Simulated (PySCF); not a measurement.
# Br4Fe ([FeBr4]2-): the cost of one run

Computed with PySCF 2.14.0 and routines of our own; the level stands in each step. Atoms count from 0.

### Step 1. The starting structure

5 atoms, charge -2, states of the metal's open shell are computed; geometry from: model start, shaken.

### Step 2. Optimising the geometry at PBE0-D3(BJ)/def2-SVP

Job settings and geometry (Å):

```
{"job": {"xc": "PBE0", "basis": "def2-SVP", "d3": "d3bj", "grid": 1, "maxiter": 45, "solvent": "water", "kind": "geom"}, "charge": -2, "metal": "Fe", "open_shell": "d6"}
Fe     0.000020     0.004480    -0.004110
Br     1.441560     1.448100     1.440050
Br    -1.454020    -1.434820     1.447540
Br    -1.464230     1.462270    -1.449570
Br     1.456500    -1.468880    -1.455360
```

On the command line:

```sh
$ OMP_NUM_THREADS=1 python lf_run.py task.json out
```

The driver reads the jobs from task.json and runs them one after another.

Q: Estimate the wall time and peak memory of this first job on 1 thread of Arm Neoverse V2, shared host.

About 6.4 min, with a peak of 1.1 GiB.
